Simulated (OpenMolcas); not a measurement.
# Co⁴⁺ among point charges: CASSCF and CASPT2 levels and susceptibility, part 2 of 2

Aim: the splitting of the states of Co⁴⁺ in the field of 3 point charges, its lowest levels with spin-orbit coupling and its magnetic susceptibility.

OpenMolcas 26.06; ANO-RCC-VTZP, DKH2, active space 5 electrons in 5 orbitals (3d), orbitals: per spin and parity. Surroundings: 3 point charges of -3 e arranged as a planar triangle (D3h), 2.01 Å from the ion. Earlier steps stand in the parts before.

## 7. CASPT2: IPEA 0.25, imaginary shift 0.1 (closed shells correlated: 3s 3p)

The input, a.inp:

```
>>> COPY JOB001 $Project.JobIph
&CASPT2
Multistate=1 1
Frozen=5
IPEA=0.25
Imaginary=0.1
MaxIter=60
WThr=0.0 0.3 0.05
PrWF=0.5
NoMix
>>> COPY JOB002 $Project.JobIph
&CASPT2
Multistate=24 1 2 3 4 5 6 7 8 9 10 11 12 13 14 15 16 17 18 19 20 21 22
23 24
NoMult
Frozen=5
IPEA=0.25
Imaginary=0.1
MaxIter=60
WThr=0.0 0.3 0.05
PrWF=0.5
NoMix
>>> COPY JOB003 $Project.JobIph
&CASPT2
Multistate=75 1 2 3 4 5 6 7 8 9 10 11 12 13 14 15 16 17 18 19 20 21 22
23 24 25 26 27 28 29 30 31 32 33 34 35 36 37 38 39 40 41 42 43 44 45 46
47 48 49 50 51 52 53 54 55 56 57 58 59 60 61 62 63 64 65 66 67 68 69 70
71 72 73 74 75
NoMult
Frozen=5
IPEA=0.25
Imaginary=0.1
MaxIter=60
WThr=0.0 0.3 0.05
PrWF=0.5
NoMix
```

Output:

```text
Orbital specifications:
      -----------------------

      Symmetry species                           1
                                                 a
      Frozen orbitals                            5
      Inactive orbitals                          4
      Active orbitals                            5
      Secondary orbitals                        45
      Deleted orbitals                           0
      Number of basis functions                 59
Type of calculation                        SS-CASPT2
      Fock operator                              state-specific
      IPEA shift                                 0.25
      Real shift                                 0.00
      Imaginary shift                            0.10
      The input orbitals will be transformed to quasi-canonical
Reference energy:       -1397.5257286985
      E2 (Non-variational):      -0.3346287227
      Shift correction:          -0.0000474224
      E2 (Variational):          -0.3346761452
      Total energy:           -1397.8604048437
      Residual norm:              0.0000004441
      Reference weight:           0.96591
      Contributions to the CASPT2 correlation energy
      Active & Virtual Only:         -0.0595503479
      One Inactive Excited:          -0.1769535947
      Two Inactive Excited:          -0.0981247802
::    CASPT2 Root  1     Total energy:  -1397.86040484
Orbital specifications:
      -----------------------

      Symmetry species                           1
                                                 a
      Frozen orbitals                            5
      Inactive orbitals                          4
      Active orbitals                            5
      Secondary orbitals                        45
      Deleted orbitals                           0
      Number of basis functions                 59
Type of calculation                        SS-CASPT2
      Fock operator                              state-specific
      IPEA shift                                 0.25
      Real shift                                 0.00
      Imaginary shift                            0.10
      The input orbitals will be transformed to quasi-canonical
Reference energy:       -1397.3404876377
      E2 (Non-variational):      -0.3513965510
      Shift correction:          -0.0000548111
      E2 (Variational):          -0.3514513620
      Total energy:           -1397.6919389997
      Residual norm:              0.0000001128
      Reference weight:           0.96317
      Contributions to the CASPT2 correlation energy
      Active & Virtual Only:         -0.0680849119
      One Inactive Excited:          -0.1855949835
      Two Inactive Excited:          -0.0977166556
Reference energy:       -1397.3404692251
      E2 (Non-variational):      -0.3514154232
      Shift correction:          -0.0000550029
      E2 (Variational):          -0.3514704261
      Total energy:           -1397.6919396511
      Residual norm:              0.0000001129
      Reference weight:           0.96315
      Contributions to the CASPT2 correlation energy
      Active & Virtual Only:         -0.0681084038
      One Inactive Excited:          -0.1855898081
      Two Inactive Excited:          -0.0977172112
::    CASPT2 Root  1     Total energy:  -1397.69193900
::    CASPT2 Root  2     Total energy:  -1397.69193965
::    CASPT2 Root  3     Total energy:  -1397.69153691
::    CASPT2 Root  4     Total energy:  -1397.69153875
::    CASPT2 Root  5     Total energy:  -1397.68739079
::    CASPT2 Root  6     Total energy:  -1397.68739070
::    CASPT2 Root  7     Total energy:  -1397.68449423
::    CASPT2 Root  8     Total energy:  -1397.68115106
::    CASPT2 Root  9     Total energy:  -1397.68129155
::    CASPT2 Root 10     Total energy:  -1397.67881223
::    CASPT2 Root 11     Total energy:  -1397.67881233
::    CASPT2 Root 12     Total energy:  -1397.66138679
::    CASPT2 Root 13     Total energy:  -1397.65909949
::    CASPT2 Root 14     Total energy:  -1397.65902739
::    CASPT2 Root 15     Total energy:  -1397.64463267
::    CASPT2 Root 16     Total energy:  -1397.63422393
::    CASPT2 Root 17     Total energy:  -1397.63422361
::    CASPT2 Root 18     Total energy:  -1397.57058793
::    CASPT2 Root 19     Total energy:  -1397.56000540
::    CASPT2 Root 20     Total energy:  -1397.56000555
::    CASPT2 Root 21     Total energy:  -1397.55695714
::    CASPT2 Root 22     Total energy:  -1397.55699438
::    CASPT2 Root 23     Total energy:  -1397.54753423
::    CASPT2 Root 24     Total energy:  -1397.54758350
Orbital specifications:
      -----------------------

      Symmetry species                           1
                                                 a
      Frozen orbitals                            5
      Inactive orbitals                          4
      Active orbitals                            5
      Secondary orbitals                        45
      Deleted orbitals                           0
      Number of basis functions                 59
Type of calculation                        SS-CASPT2
      Fock operator                              state-specific
      IPEA shift                                 0.25
      Real shift                                 0.00
      Imaginary shift                            0.10
      The input orbitals will be transformed to quasi-canonical
Reference energy:       -1397.2554179830
      E2 (Non-variational):      -0.3517471859
      Shift correction:          -0.0000535635
      E2 (Variational):          -0.3518007494
      Total energy:           -1397.6072187324
      Residual norm:              0.0000005942
      Reference weight:           0.96350
      Contributions to the CASPT2 correlation energy
      Active & Virtual Only:         -0.0662526674
      One Inactive Excited:          -0.1956367646
      Two Inactive Excited:          -0.0898577539
Reference energy:       -1397.2553706394
      E2 (Non-variational):      -0.3521029015
      Shift correction:          -0.0000541505
      E2 (Variational):          -0.3521570520
      Total energy:           -1397.6075276915
      Residual norm:              0.0000006200
      Reference weight:           0.96335
      Contributions to the CASPT2 correlation energy
      Active & Virtual Only:         -0.0664084615
      One Inactive Excited:          -0.1957036601
      Two Inactive Excited:          -0.0899907799
::    CASPT2 Root  1     Total energy:  -1397.60721873
::    CASPT2 Root  2     Total energy:  -1397.60752769
::    CASPT2 Root  3     Total energy:  -1397.60753205
::    CASPT2 Root  4     Total energy:  -1397.60667164
::    CASPT2 Root  5     Total energy:  -1397.60676181
::    CASPT2 Root  6     Total energy:  -1397.60650471
::    CASPT2 Root  7     Total energy:  -1397.60649801
::    CASPT2 Root  8     Total energy:  -1397.60587849
::    CASPT2 Root  9     Total energy:  -1397.60588465
::    CASPT2 Root 10     Total energy:  -1397.60303805
::    CASPT2 Root 11     Total energy:  -1397.60303805
::    CASPT2 Root 12     Total energy:  -1397.60277729
::    CASPT2 Root 13     Total energy:  -1397.60277738
::    CASPT2 Root 14     Total energy:  -1397.59053865
::    CASPT2 Root 15     Total energy:  -1397.59053357
::    CASPT2 Root 16     Total energy:  -1397.58615996
::    CASPT2 Root 17     Total energy:  -1397.58615959
::    CASPT2 Root 18     Total energy:  -1397.58654105
::    CASPT2 Root 19     Total energy:  -1397.58651921
::    CASPT2 Root 20     Total energy:  -1397.58102064
::    CASPT2 Root 21     Total energy:  -1397.58769216
::    CASPT2 Root 22     Total energy:  -1397.57836049
::    CASPT2 Root 23     Total energy:  -1397.57836058
::    CASPT2 Root 24     Total energy:  -1397.57246179
::    CASPT2 Root 25     Total energy:  -1397.57247300
::    CASPT2 Root 26     Total energy:  -1397.57136928
::    CASPT2 Root 27     Total energy:  -1397.57133755
::    CASPT2 Root 28     Total energy:  -1397.56910114
::    CASPT2 Root 29     Total energy:  -1397.56909278
::    CASPT2 Root 30     Total energy:  -1397.56496378
```

Time for this run: 25 s (1 thread of Arm Neoverse V1, shared host).

SS-CASPT2: lowest energy less the reference's lowest, -0.3347 hartree; reference weights 0.955 to 0.966.

Spin-free states, with their symmetry labels:

```
  state  degeneracy  E (cm-1)  free-ion L (%)
    6A1           1         0         S (100)
    4A1           1     36974          G (94)
    4A2           1     36974          G (94)
     4E           2     37062          G (93)
     4E           2     37972          G (95)
    4A1           1     38608         G (100)
     4E           2     39326         G (100)
     4E           2     39855          P (63)
    4A2           1     43679         P (100)
     4E           2     44189          D (89)
    4A1           1     47357         D (100)
     4E           2     49641          D (59)
     2E           2     55500          I (97)
    2A1           1     55568          I (97)
     2E           2     55678          I (96)
    2A1           1     55725          I (95)
    2A2           1     55726          I (95)
     2E           2     55861          I (94)
     2E           2     56485          I (98)
doublet           2     56543         I (100)
     2E           2     59229          D (63)
    2A1           1     59854          D (99)
    2A1           1     60106          F (84)
    2A2           1     60111          F (84)
```

With spin-orbit coupling:

| E (cm-1) | Degeneracy | Label | 2S+1 | g |
| --- | --- | --- | --- | --- |
| 0 | 2 | E1/2 | 6 | 2.00 6.01 6.01 |
| 0 | 2 | E3/2 | 6 | 0.00 0.00 6.01 |
| 1 | 2 | E1/2 | 6 | 0.00 0.00 10.01 |
| 36730 | 2 | E3/2 | 4 | 0.00 0.00 0.30 |
| 36780 | 2 | E1/2 | 4 | 0.02 0.02 1.98 |
| 36850 | 2 | E1/2 | 4 | 0.00 0.00 4.28 |
| 36990 | 2 | E1/2 | 4 | 0.00 0.00 8.18 |
| 36990 | 2 | E3/2 | 4 | 0.00 0.00 1.71 |
| 37150 | 2 | E3/2 | 4 | 0.00 0.00 11.99 |
| 37180 | 2 | E1/2 | 4 | 0.01 0.01 5.73 |
| 37350 | 2 | E1/2 | 4 | 0.00 0.00 9.82 |
| 37750 | 2 | E1/2 | 4 | 0.85 0.85 3.92 |
| 37900 | 2 | E1/2 | 4 | 0.09 1.51 1.51 |
| 38020 | 2 | E3/2 | 4 | 0.00 0.00 4.01 |
| 38140 | 2 | E1/2 | 4 | 0.00 0.00 8.00 |
| 38600 | 2 | E1/2 | 4 | 2.00 4.71 4.71 |
| 38620 | 2 | E3/2 | 4 | 0.00 0.00 5.99 |
| 39170 | 2 | E1/2 | 4 | 0.92 0.92 3.93 |
| 39290 | 2 | E1/2 | 4 | 0.00 0.00 2.00 |
| 39340 | 2 | E1/2 | 4 | 0.00 0.00 14.00 |
| 39340 | 2 | E1/2 | 4 | 0.00 0.00 6.00 |
| 39360 | 2 | E3/2 | 4 | 0.00 0.00 10.01 |
| 39510 | 2 | E1/2 | 4 | 0.02 0.57 0.57 |
| 39920 | 2 | E3/2 | 4 | 0.00 0.00 3.94 |

Powder χT (cm³ K/mol): 4.36 at 2 K, 4.38 at 5 K, 4.38 at 10 K, 4.38 at 20 K, 4.38 at 50 K, 4.38 at 100 K, 4.38 at 150 K, 4.38 at 200 K, 4.38 at 250 K, 4.38 at 300 K.

## 8. The methods side by side

A. CASSCF
B. SS-CASPT2, IPEA 0.25, imaginary shift 0.1 (closed shells correlated: 3s 3p)

```
method  ground state  first gap with spin-orbit (cm-1)  χT at 300 K
     A           6A1                               0.3         4.39
     B           6A1                               0.4         4.38
```

## 9. What came out

What follows sums up all 2 parts.

| quantity | value |
| --- | --- |
| method | SS-CASPT2, IPEA 0.25, imaginary shift 0.1 (closed shells correlated: 3s 3p) |
| spin-free ground state | 6A1, 1-fold in its orbital part |
| lowest level | 2-fold E1/2, g = 2.00, 6.01, 6.01 |
| next level | 0.4 cm⁻¹ |
| χT at 300 K | 4.38 cm³ K/mol |
| effective moment at 300 K | 5.92 μB |

Cost by method:

```
                                              method  time of its own steps  time with the reference
                                           A. CASSCF                   26 s                     26 s
B. SS-CASPT2, IPEA 0.25, imaginary shift 0.1, +3s 3p                   25 s                     52 s
```

Times are of one thread on a shared host.

What this shows: The spin-free ground state (6A1) comes to 100 % from free-ion S terms and keeps the highest spin of the shell. χT at 300 K is 4.38, against 4.39 cm³ K/mol for the spin alone, as a half-filled shell (L = 0) has no orbital moment. An active space of the d shell alone favours high spin; real ions in strong fields can be low spin. CASPT2 does not keep the components of a term degenerate, and the means are used. The field of point charges can differ much from that of real complexes. With metal d orbitals alone active, the gaps between spin states are rough; where two lie within a few thousand cm-1, their order is open. Point charges carry no covalency, so the field is a model and not that of real ligands.
